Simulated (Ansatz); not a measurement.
# AlFH5NOSi: the cost of one run

Program: Ansatz 0.2.0, Gaussian basis. Level of theory: the settings change from run to run. These are calculated values, not measurements.

## 1. The geometry

An earlier PBE0-D4 in a triple-zeta def2 set relaxation fixed the geometry.

SMILES `[NH2][Al]([F])[O][SiH3]`, 10 atoms, charge 0, spin multiplicity 1.

Atoms are counted from 1 here; the program's logs count them from 0.

Bond lengths: N1–Al2 1.749 Å, N1–H6 1.006 Å, N1–H7 1.006 Å, Al2–F3 1.645 Å, Al2–O4 1.672 Å, O4–Si5 1.624 Å, Si5–H8 1.487 Å, Si5–H9 1.487 Å, Si5–H10 1.487 Å. Angles: Al2–N1–H6 124.6°, Al2–N1–H7 124.4°, H6–N1–H7 111.0°, N1–Al2–F3 118.8°, N1–Al2–O4 121.5°, F3–Al2–O4 119.7°, Al2–O4–Si5 168.8°, O4–Si5–H8 109.7°, O4–Si5–H9 110.1°, O4–Si5–H10 110.6°, H8–Si5–H9 108.8°, H8–Si5–H10 108.7°, H9–Si5–H10 108.9°.

## 2. B2PLYP/def2-mTZVPP

This run has the search for lower states set to full.

File in.yaml:

```yaml
crystal:
  periodic: [false, false, false]
  atoms:
    - {symbol: N, position_ang: [-1.525748, 0.465692, -1.864121]}
    - {symbol: Al, position_ang: [-0.245082, -0.462620, -1.117056]}
    - {symbol: F, position_ang: [0.403049, -1.727867, -1.944663]}
    - {symbol: O, position_ang: [0.326001, -0.090245, 0.409289]}
    - {symbol: Si, position_ang: [1.077201, 0.026623, 1.844201]}
    - {symbol: H, position_ang: [-1.982271, 1.254350, -1.438395]}
    - {symbol: H, position_ang: [-1.902410, 0.282188, -2.778611]}
    - {symbol: H, position_ang: [0.862768, 1.383701, 2.413231]}
    - {symbol: H, position_ang: [0.531050, -0.982072, 2.790642]}
    - {symbol: H, position_ang: [2.538543, -0.200950, 1.688483]}
basis:
  gaussian: {orbitals: def2-mTZVPP}
hamiltonian: {xc: {name: B2PLYP}}
scf: {lower_state_search: full}
output: {forces: true}
```

Launch:

```
$ ansatz run in.yaml --threads 4 --pin off --events-out ev --progress --plain --max-ram 10444MiB
```

Q: Estimate wall time and peak memory on 4 threads of Arm Neoverse V1, shared host.

About 6.5 s, with a peak of 0.52 GiB.
